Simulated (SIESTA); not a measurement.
The system is HPbNO4.

```
H Pb N O
1.0
     3.85707    0.00178   -0.03658
     0.17353    4.33436   -0.01647
     0.75803    0.83873    5.87662
H Pb N O
1 1 1 4
Direct
  0.61511 0.89559 0.19844
  0.64597 0.44651 0.91685
  0.71474 0.23810 0.50058
  0.16958 0.47007 0.77768
  0.62919 0.97045 0.49845
  0.56424 0.92583 0.03849
  0.78022 0.42250 0.31951
```

The cell was built by a generator and needn't be a form met in nature.

Base run:

```yaml
Program: SIESTA 5.4.2
Functional: PBE
Potentials_or_basis: PseudoDojo 0.4 standard (PBE files)
Basis: DZP (energy shift 0.003 Ry; two zetas on semicore shells)
Grid_cutoff: 800 Ry
Energy_shift: 0.003 Ry
k_mesh: 7 × 6 × 5
Occupations: fermi-dirac, width 0.05 eV
Spin: no spin polarisation
```

Its results: band gap on the k mesh 0.34 eV, indirect (least direct gap 0.55 eV); pressure 3.7 GPa; largest force 1.524 eV/Å.

Q: The run is repeated on the same cell with these changes: basis from DZP (energy shift 0.003 Ry; two zetas on semicore shells) to SZ (energy shift 0.003 Ry). What comes out?

A: Band gap on the k mesh 0.47 eV, indirect (least direct gap 0.61 eV); pressure 20.8 GPa; largest force 14.266 eV/Å.

Caveats: spin-orbit coupling is left out, which as a rule narrows the gap of such compounds by several tenths of an eV; the basis of atomic orbitals isn't converged, which shifts pressures, moduli and gaps; forces of over 1 eV/Å show positions far from the minimum, so gaps and moduli don't describe the material at rest; the mesh misses the band edges, which the band path finds closer together (some runs); the basis has no polarisation orbitals (some runs).
